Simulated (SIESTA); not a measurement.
GeCN2 in SIESTA: the effect of basis

GeCN2:

```xyz
4
Lattice="1.7938 1.0356 4.9220 -1.7938 1.0356 4.9220 0.0000 -2.0713 4.9220" Properties=species:S:1:pos:R:3 pbc="T T T"
Ge    0.0000    0.0000    0.0000
N     0.0000    0.0000    8.6219
N     0.0000    0.0000    6.1440
C     0.0000    0.0000    7.3829
```

The cell comes from a database or a generator and needn't be the stable form of this composition.

Alike in all runs:

| Quantity | Value |
| --- | --- |
| Program | SIESTA 5.4.2 |
| Task | band structure |
| Functional | PBEsol |
| Potentials or basis | PseudoDojo 0.4 standard (PBEsol files) |
| Grid cutoff | 800 Ry |
| Energy shift | 0.003 Ry |
| k mesh | 9 × 9 × 9 |
| Occupations | fermi-dirac, width 0.05 eV |
| Spin | no spin polarisation |

```tsv
basis	gap on the mesh (eV)	pressure (GPa)	largest force (eV/Å)
SZ	1.48	14.8	8.32
SZP	1.29	3.5	3.74
DZ	0.95	4.0	2.98
DZP	1.05	1.7	1.99
TZP	?	?	?
TZDP	1.04	0.0	1.98
```

Task: What does the run with basis TZP give?

Result: gap on the mesh 1.06 eV; pressure 0.4 GPa; largest force 1.80 eV/Å.

Caveats: the basis of atomic orbitals isn't converged, which shifts pressures, moduli and gaps; forces of over 1 eV/Å show positions far from the minimum, so gaps and moduli don't describe the material at rest; the mesh misses the band edges, which the band path finds closer together (some runs); the basis has no polarisation orbitals (some runs).
